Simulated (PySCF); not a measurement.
# Aluminium: the same states on changed settings

Aim: see what changed settings do to total energies and their difference. The change: 26 angular points, unsound on purpose. A sound run of the same states serves as the yardstick.

Method: unrestricted determinants in a Gaussian basis, no spin-orbit coupling in the energies. Code: PySCF 2.14.0.

6 further runs of the same task are left out: 6 that didn't finish.

### Step 1. What is computed

```
Element     : aluminium (Z = 13)
Basis       : x2c-TZVPall (5s5p2d1f, 37 functions)
Hamiltonian : the spin-free X2C one-electron Hamiltonian (Gaussian nucleus)
State 1     : Al: [Ne] 3s2 3p1, 2P determinant
State 2     : Al⁺: [Ne] 3s2, closed-shell 1S
Methods     : M06-L, B3LYP
```

The outer shells:

Al [Ne] 3s2 3p1
```
[Ne] core
3s [↑↓]
3p [↑ ][  ][  ]
```

Al+ [Ne] 3s2
```
[Ne] core
3s [↑↓]
```

The sound run (x2c-TZVPall, scalar relativity by spin-free X2C-1e, symmetry-adapted start, fine grid, valence correlation) gave:

```
species             method  energy (hartree)
     Al                UHF        -242.31006
     Al              M06-L        -242.78040
     Al              B3LYP        -242.82801
     Al      MP2 (valence)        -242.34498
     Al  CCSD(T) (valence)        -242.36145
    Al⁺                UHF        -242.10475
    Al⁺              M06-L        -242.56705
    Al⁺              B3LYP        -242.60738
    Al⁺      MP2 (valence)        -242.13187
    Al⁺  CCSD(T) (valence)        -242.14385
```

The runs were made by one driver on top of PySCF. The scripts below sum up each run's settings (the driver also hands on starting orbitals that pick excited configurations, and frozen orbitals as a list rather than a count), and the logs come from the driver's own runs. The driver starts from symmetry-adapted Hartree-Fock orbitals, holds the occupation by maximum overlap and uses a logarithmic radial grid for functionals, so a plain start would take other cycles.

The driver's launch:

```console
$ OMP_NUM_THREADS=1 python atomrun2.py TASK.json OUT
```

The integrals over 37 functions and the set-up took 0.04 s of CPU time.

The grid is set inside the driver, so the scripts do not show it: 26 angular points.

### Step 2. Changed run, Al, method by method

#### M06-L

The input, input.py:

```python
from pyscf import gto, scf, dft, mp, cc
import basis_set_exchange as bse
mol = gto.M(atom="Al 0 0 0", charge=0, spin=1, symmetry="D2h",
            basis=gto.basis.parse(bse.get_basis("x2c-TZVPall", elements=["Al"], fmt="nwchem", header=False)),
            nucmod="G")
mf = dft.UKS(mol, xc="M06L").sfx2c1e()
mf.irrep_nelec = {'Ag': (3, 3), 'B1u': (1, 1), 'B2u': (2, 1), 'B3u': (1, 1)}
mf.kernel()
```

Standard output:

```text
damping factor = 0
level_shift factor = 0
DIIS = <class 'pyscf.scf.diis.CDIIS'>
diis_start_cycle = 1
diis_space = 10
diis_damp = 0
SCF conv_tol = 1e-09
SCF conv_tol_grad = None
number electrons alpha = 7  beta = 6
XC functionals = M06L
    Y. Zhao and D. G. Truhlar.,  J. Chem. Phys. 125, 194101 (2006)
    Y. Zhao and D. G. Truhlar.,  J. Chem. Phys. 125, 194101 (2006)
    Y. Zhao and D. G. Truhlar.,  Theor. Chem. Acc. 120, 215 (2008)
cycle= 1 E= -242.781190338261  delta_E= -0.00453  |g|= 0.0134  |ddm|= 0.152
cycle= 2 E= -242.781278413721  delta_E= -8.81e-05  |g|= 0.00363  |ddm|= 0.0222
cycle= 3 E= -242.78128193285  delta_E= -3.52e-06  |g|= 0.000809  |ddm|= 0.0033
cycle= 4 E= -242.781282242955  delta_E= -3.1e-07  |g|= 0.000221  |ddm|= 0.000879
cycle= 5 E= -242.781282256099  delta_E= -1.31e-08  |g|= 1.85e-05  |ddm|= 0.00038
cycle= 6 E= -242.781282256392  delta_E= -2.93e-10  |g|= 1.26e-06  |ddm|= 4.35e-05
converged SCF energy = -242.781282256392  <S^2> = 0.75600036  2S+1 = 2.0059914
```

It took 0.1 s on 1 thread of Neoverse-V2, shared host, the integrals not counted.

The occupied shells:

```
shell  electrons  mean orbital energy (eV)  spread (eV)  rms radius (bohr)
 1s α          1                   -1520.6            0              0.139
 1s β          1                   -1520.5            0              0.139
 2s α          1                   -112.44            0              0.680
 2s β          1                   -112.37            0              0.680
 2p α          3                   -71.338        0.178              0.679
 2p β          3                   -71.258        0.288              0.679
 3s α          1                    -8.126            0               2.75
 3s β          1                    -7.338            0               2.75
 3p α          1                    -3.117            0               3.62
```

⟨S²⟩ = 0.756, ⟨L²⟩ = 2.02.

#### B3LYP

input.py differs from the last one in:

```diff
@@ -5,3 +5,3 @@
             nucmod="G")
-mf = dft.UKS(mol, xc="M06L").sfx2c1e()
+mf = dft.UKS(mol, xc="B3LYP").sfx2c1e()
 mf.irrep_nelec = {'Ag': (3, 3), 'B1u': (1, 1), 'B2u': (2, 1), 'B3u': (1, 1)}
```

Standard output:

```text
damping factor = 0
level_shift factor = 0
DIIS = <class 'pyscf.scf.diis.CDIIS'>
diis_start_cycle = 1
diis_space = 10
diis_damp = 0
SCF conv_tol = 1e-09
SCF conv_tol_grad = None
number electrons alpha = 7  beta = 6
XC functionals = B3LYP
    P. J. Stephens, F. J. Devlin, C. F. Chabalowski, and M. J. Frisch.,  J. Phys. Chem. 98, 11623 (1994)
cycle= 1 E= -242.827886656679  delta_E= -0.00704  |g|= 0.00843  |ddm|= 0.158
cycle= 2 E= -242.827962058946  delta_E= -7.54e-05  |g|= 0.00185  |ddm|= 0.0244
cycle= 3 E= -242.827966246283  delta_E= -4.19e-06  |g|= 0.000438  |ddm|= 0.00479
cycle= 4 E= -242.827966583194  delta_E= -3.37e-07  |g|= 3.34e-05  |ddm|= 0.00121
cycle= 5 E= -242.82796658573  delta_E= -2.54e-09  |g|= 2.17e-06  |ddm|= 0.000137
cycle= 6 E= -242.827966585742  delta_E= -1.19e-11  |g|= 2.97e-07  |ddm|= 1.47e-05
converged SCF energy = -242.827966585742  <S^2> = 0.75474019  2S+1 = 2.0047346
```

Time after the integrals: 0.07 s (1 thread of Neoverse-V2, shared host).

### Step 3. Changed run, Al⁺

#### M06-L

The input, input.py:

```python
from pyscf import gto, scf, dft, mp, cc
import basis_set_exchange as bse
mol = gto.M(atom="Al 0 0 0", charge=1, spin=0, symmetry="D2h",
            basis=gto.basis.parse(bse.get_basis("x2c-TZVPall", elements=["Al"], fmt="nwchem", header=False)),
            nucmod="G")
mf = dft.UKS(mol, xc="M06L").sfx2c1e()
mf.irrep_nelec = {'Ag': (3, 3), 'B1u': (1, 1), 'B2u': (1, 1), 'B3u': (1, 1)}
mf.kernel()
```

Standard output:

```text
damping factor = 0
level_shift factor = 0
DIIS = <class 'pyscf.scf.diis.CDIIS'>
diis_start_cycle = 1
diis_space = 10
diis_damp = 0
SCF conv_tol = 1e-09
SCF conv_tol_grad = None
number electrons alpha = 6  beta = 6
XC functionals = M06L
    Y. Zhao and D. G. Truhlar.,  J. Chem. Phys. 125, 194101 (2006)
    Y. Zhao and D. G. Truhlar.,  J. Chem. Phys. 125, 194101 (2006)
    Y. Zhao and D. G. Truhlar.,  Theor. Chem. Acc. 120, 215 (2008)
cycle= 1 E= -242.567034609693  delta_E= -0.00425  |g|= 0.0141  |ddm|= 0.234
cycle= 2 E= -242.567048304219  delta_E= -1.37e-05  |g|= 0.00639  |ddm|= 0.00978
cycle= 3 E= -242.567052689854  delta_E= -4.39e-06  |g|= 0.000494  |ddm|= 0.0019
cycle= 4 E= -242.567052717511  delta_E= -2.77e-08  |g|= 6.42e-06  |ddm|= 0.000206
cycle= 5 E= -242.567052717517  delta_E= -6.39e-12  |g|= 4.04e-08  |ddm|= 4.6e-06
converged SCF energy = -242.567052717517  <S^2> = -1.2434498e-14  2S+1 = 1
```

It took 0.09 s on 1 thread of Neoverse-V2, shared host, the integrals not counted.

The occupied shells:

```
shell  electrons  mean orbital energy (eV)  spread (eV)  rms radius (bohr)
   1s          2                   -1529.0            0              0.139
   2s          2                   -120.74            0              0.680
   2p          6                   -79.653            0              0.679
   3s          2                   -14.816            0               2.52
```

⟨S²⟩ = 0.000, ⟨L²⟩ = 0.00.

#### B3LYP

input.py differs from the last one in:

```diff
@@ -5,3 +5,3 @@
             nucmod="G")
-mf = dft.UKS(mol, xc="M06L").sfx2c1e()
+mf = dft.UKS(mol, xc="B3LYP").sfx2c1e()
 mf.irrep_nelec = {'Ag': (3, 3), 'B1u': (1, 1), 'B2u': (1, 1), 'B3u': (1, 1)}
```

Standard output:

```text
damping factor = 0
level_shift factor = 0
DIIS = <class 'pyscf.scf.diis.CDIIS'>
diis_start_cycle = 1
diis_space = 10
diis_damp = 0
SCF conv_tol = 1e-09
SCF conv_tol_grad = None
number electrons alpha = 6  beta = 6
XC functionals = B3LYP
    P. J. Stephens, F. J. Devlin, C. F. Chabalowski, and M. J. Frisch.,  J. Phys. Chem. 98, 11623 (1994)
cycle= 1 E= -242.60737185333  delta_E= -0.00548  |g|= 0.00827  |ddm|= 0.138
cycle= 2 E= -242.607377089953  delta_E= -5.24e-06  |g|= 0.00415  |ddm|= 0.00566
cycle= 3 E= -242.607378906707  delta_E= -1.82e-06  |g|= 0.000196  |ddm|= 0.00128
cycle= 4 E= -242.60737891042  delta_E= -3.71e-09  |g|= 4.97e-06  |ddm|= 4.71e-05
cycle= 5 E= -242.607378910423  delta_E= -3.01e-12  |g|= 4.19e-08  |ddm|= 3.33e-06
converged SCF energy = -242.607378910423  <S^2> = -1.4210855e-14  2S+1 = 1
```

Time after the integrals: 0.06 s (1 thread of Neoverse-V2, shared host).

### Step 4. Against the sound run

```
species  method  converged  energy less sound run (eV)
     Al   M06-L        yes                     -0.0241
     Al   B3LYP        yes                     +0.0013
    Al⁺   M06-L        yes                     +0.0000
    Al⁺   B3LYP        yes                     +0.0000
```

Ionisation energy of Al:

```
method  sound run (eV)  changed run (eV)  shift (eV)
   UHF           5.587             5.587      +0.000
 M06-L           5.805             5.829      +0.024
 B3LYP           6.004             6.002      -0.001
```

### Step 5. Results

| quantity | value |
| --- | --- |
| change | 26 angular points |
| runs converged | 4 of 4 |
| largest shift of a converged total energy | 0.0241 eV |
| largest shift of the ionisation energy | +0.024 eV (M06-L) |

What this shows: The ionisation energy moves by up to 0.02 eV, at M06-L. A coarse angular grid integrates products of high-l functions wrongly, so density functionals can shift, and the SCF can exploit the error; Hartree-Fock and MP2 need no grid. The setting is unsound on purpose, so these numbers are no properties of the atom.
